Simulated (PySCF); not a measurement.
**Zn²⁺: ionisation energy in aug-cc-pwCVTZ-DK plus 1 even-tempered diffuse shell per l**

Each state of zinc is computed at each level; their differences give the ionisation energy. How far do the methods differ?

The numbers are computed with PySCF 2.14.0 (unrestricted determinants in a Gaussian basis, no spin-orbit coupling in the energies), except any that are marked as measured or tabulated.

### Step 1. What is computed

* Element: zinc (Z = 30)
* Basis: aug-cc-pwCVTZ-DK with one added diffuse shell each of s, p, d, f, g type (11s10p8d5f4g, 152 functions)
* Hamiltonian: scalar relativity by spin-free X2C-1e
* State 1: Zn²⁺: [Ar] 3d10, closed-shell 1S
* Needed too, but not shown: Zn⁺ [Ar] 3d10 4s1 (2S)
* Methods: revPBE, wB97M-V, PBEsol

The outer shells:

Zn2+ [Ar] 3d10
```
[Ar] core
3d [↑↓][↑↓][↑↓][↑↓][↑↓]
```

The runs were made by one driver on top of PySCF. The scripts below sum up each run's settings (the driver also hands on starting orbitals that pick excited configurations, and frozen orbitals as a list rather than a count), and the logs come from the driver's own runs. The driver starts from symmetry-adapted Hartree-Fock orbitals, holds the occupation by maximum overlap and uses a logarithmic radial grid for functionals, so a plain start would take other cycles.

The driver's launch:

```bash
OMP_NUM_THREADS=2 python atomrun2.py TASK.json OUT
```

The integrals over 152 functions and the set-up took 5.4 s of CPU time.

### Step 2. Zn²⁺, method by method

**revPBE**

Input file input.py:

```python
from pyscf import gto, scf, dft, mp, cc
import basis_set_exchange as bse
mol = gto.M(atom="Zn 0 0 0", charge=2, spin=0, symmetry="D2h",
            basis=gto.basis.parse(bse.get_basis("aug-cc-pwCVTZ-DK", elements=["Zn"], fmt="nwchem", header=False, augment_diffuse=1)),
            nucmod="G")
mf = dft.UKS(mol, xc="PBE_R,PBE").sfx2c1e()
mf.irrep_nelec = {'Ag': (5, 5), 'B1g': (1, 1), 'B2g': (1, 1), 'B3g': (1, 1), 'B1u': (2, 2), 'B2u': (2, 2), 'B3u': (2, 2)}
mf.kernel()
```

Standard output:

```text
damping factor = 0
level_shift factor = 0
DIIS = <class 'pyscf.scf.diis.CDIIS'>
diis_start_cycle = 1
diis_space = 10
diis_damp = 0
SCF conv_tol = 1e-09
SCF conv_tol_grad = None
number electrons alpha = 14  beta = 14
XC functionals = PBE_R,PBE
    Y. Zhang and W. Yang.,  Phys. Rev. Lett. 80, 890 (1998)
    J. P. Perdew, K. Burke, and M. Ernzerhof.,  Phys. Rev. Lett. 77, 3865 (1996)
    J. P. Perdew, K. Burke, and M. Ernzerhof.,  Phys. Rev. Lett. 78, 1396 (1997)
cycle= 1 E= -1794.80204880931  delta_E= -0.0143  |g|= 0.26  |ddm|= 0.262
cycle= 2 E= -1794.77494306527  delta_E= 0.0271  |g|= 0.591  |ddm|= 0.218
cycle= 3 E= -1794.81153806999  delta_E= -0.0366  |g|= 0.0543  |ddm|= 0.153
cycle= 4 E= -1794.81193875819  delta_E= -0.000401  |g|= 0.00112  |ddm|= 0.0133
cycle= 5 E= -1794.81193893854  delta_E= -1.8e-07  |g|= 2.78e-05  |ddm|= 0.000304
cycle= 6 E= -1794.81193893862  delta_E= -8.14e-11  |g|= 3.15e-07  |ddm|= 7.57e-06
converged SCF energy = -1794.81193893862  <S^2> = -1.7763568e-14  2S+1 = 1
```

It took 1.5 s on 2 threads of Neoverse-V2, shared host, the integrals not counted.

Orbital energies by shell (radii are means over both spins):

```csv
shell,electrons,mean orbital energy (eV),spread (eV),rms radius (bohr)
1s,2,-9537.7,0,0.0580
2s,2,-1177.9,0,0.245
2p,6,-1023.6,0,0.219
3s,2,-149.98,0,0.733
3p,6,-104.17,0,0.776
3d,10,-30.726,0,1.01
```

⟨S²⟩ = 0.000, ⟨L²⟩ = 0.00.

**wB97M-V**

input.py differs from the last one in:

```diff
@@ -5,3 +5,3 @@
             nucmod="G")
-mf = dft.UKS(mol, xc="PBE_R,PBE").sfx2c1e()
+mf = dft.UKS(mol, xc="WB97M_V").sfx2c1e()
 mf.irrep_nelec = {'Ag': (5, 5), 'B1g': (1, 1), 'B2g': (1, 1), 'B3g': (1, 1), 'B1u': (2, 2), 'B2u': (2, 2), 'B3u': (2, 2)}
```

Standard output:

```text
damping factor = 0
level_shift factor = 0
DIIS = <class 'pyscf.scf.diis.CDIIS'>
diis_start_cycle = 1
diis_space = 10
diis_damp = 0
SCF conv_tol = 1e-09
SCF conv_tol_grad = None
number electrons alpha = 14  beta = 14
XC functionals = WB97M_V
    N. Mardirossian and M. Head-Gordon.,  J. Chem. Phys. 144, 214110 (2016)
NLC functional = WB97M_V
cycle= 1 E= -1794.76161148883  delta_E= -0.0104  |g|= 0.133  |ddm|= 0.178
cycle= 2 E= -1794.75928917367  delta_E= 0.00232  |g|= 0.214  |ddm|= 0.116
cycle= 3 E= -1794.7636849897  delta_E= -0.0044  |g|= 0.0104  |ddm|= 0.0669
cycle= 4 E= -1794.76369797338  delta_E= -1.3e-05  |g|= 0.000324  |ddm|= 0.00407
cycle= 5 E= -1794.7636979898  delta_E= -1.64e-08  |g|= 6.11e-05  |ddm|= 0.000184
cycle= 6 E= -1794.76369799033  delta_E= -5.38e-10  |g|= 2.53e-06  |ddm|= 2.91e-05
converged SCF energy = -1794.76369799033  <S^2> = -1.7763568e-14  2S+1 = 1
```

Time after the integrals: 10 s (2 threads of Neoverse-V2, shared host).

**PBEsol**

input.py differs from the last one in:

```diff
@@ -5,3 +5,3 @@
             nucmod="G")
-mf = dft.UKS(mol, xc="WB97M_V").sfx2c1e()
+mf = dft.UKS(mol, xc="PBEsol").sfx2c1e()
 mf.irrep_nelec = {'Ag': (5, 5), 'B1g': (1, 1), 'B2g': (1, 1), 'B3g': (1, 1), 'B1u': (2, 2), 'B2u': (2, 2), 'B3u': (2, 2)}
```

Standard output:

```text
damping factor = 0
level_shift factor = 0
DIIS = <class 'pyscf.scf.diis.CDIIS'>
diis_start_cycle = 1
diis_space = 10
diis_damp = 0
SCF conv_tol = 1e-09
SCF conv_tol_grad = None
number electrons alpha = 14  beta = 14
XC functionals = PBEsol
    J. P. Perdew, A. Ruzsinszky, G. I. Csonka, O. A. Vydrov, G. E. Scuseria, L. A. Constantin, X. Zhou, and K. Burke.,  Phys. Rev. Lett. 100, 136406 (2008)
    J. P. Perdew, A. Ruzsinszky, G. I. Csonka, O. A. Vydrov, G. E. Scuseria, L. A. Constantin, X. Zhou, and K. Burke.,  Phys. Rev. Lett. 100, 136406 (2008)
cycle= 1 E= -1793.1958567877  delta_E= -0.0173  |g|= 0.285  |ddm|= 0.251
cycle= 2 E= -1793.16456317339  delta_E= 0.0313  |g|= 0.64  |ddm|= 0.244
cycle= 3 E= -1793.20676133268  delta_E= -0.0422  |g|= 0.0545  |ddm|= 0.17
cycle= 4 E= -1793.20715771141  delta_E= -0.000396  |g|= 0.000582  |ddm|= 0.0138
cycle= 5 E= -1793.20715775144  delta_E= -4e-08  |g|= 5.77e-05  |ddm|= 0.000261
cycle= 6 E= -1793.2071577518  delta_E= -3.62e-10  |g|= 5.96e-07  |ddm|= 2.68e-05
converged SCF energy = -1793.2071577518  <S^2> = -1.4210855e-14  2S+1 = 1
```

Time after the integrals: 1.5 s (2 threads of Neoverse-V2, shared host).

Radial density 4πr²ρ of Zn²⁺ at PBEsol:

| r (bohr) | density |
| --- | --- |
| 0.000893 | 0.289 |
| 0.00150 | 0.719 |
| 0.00253 | 1.75 |
| 0.00425 | 4.11 |
| 0.00715 | 9.09 |
| 0.0120 | 18.1 |
| 0.0202 | 29.9 |
| 0.0340 | 36.7 |
| 0.0572 | 31.4 |
| 0.0963 | 31.7 |
| 0.162 | 42.0 |
| 0.272 | 25.1 |
| 0.458 | 22.3 |
| 0.771 | 19.7 |
| 1.30 | 5.07 |
| 2.18 | 0.554 |
| 3.67 | 0.0178 |

### Step 3. Differences of total energies

Ionisation energy: Zn⁺ [Ar] 3d10 4s1 (2S) → Zn²⁺ [Ar] 3d10 (1S).

```
 method  value (eV)  error (eV)
    UHF      16.857      -1.108
 revPBE      18.573      +0.609
wB97M-V      17.993      +0.029
 PBEsol      18.679      +0.715
```

Reference: 17.964 eV (measured; NIST levels, between the centres of gravity of the two terms).

The differences also use runs on Zn⁺ [Ar] 3d10 4s1 (2S), which are not shown here. The runs at UHF are not shown; their differences are listed all the same.

### Step 4. What came out

| quantity | value |
| --- | --- |
| ionisation energy, Zn⁺ | UHF 16.857, PBEsol 18.679 eV; reference 17.964 |

Accuracy by level (over 1 difference):

```
 method  mean absolute miss against the measured value (with the measured fine structure taken into account where it is known) (eV)
    UHF                                                                                                                       1.108
 revPBE                                                                                                                       0.609
wB97M-V                                                                                                                       0.029
 PBEsol                                                                                                                       0.715
```

What this shows: wB97M-V lands nearest to the measured value (off by 0.03 eV); UHF misses by most (1.11 eV). Hartree-Fock falls short because the species with more electrons holds more correlation energy, which it lacks. All values hold for this basis alone; no basis-set limit was taken.
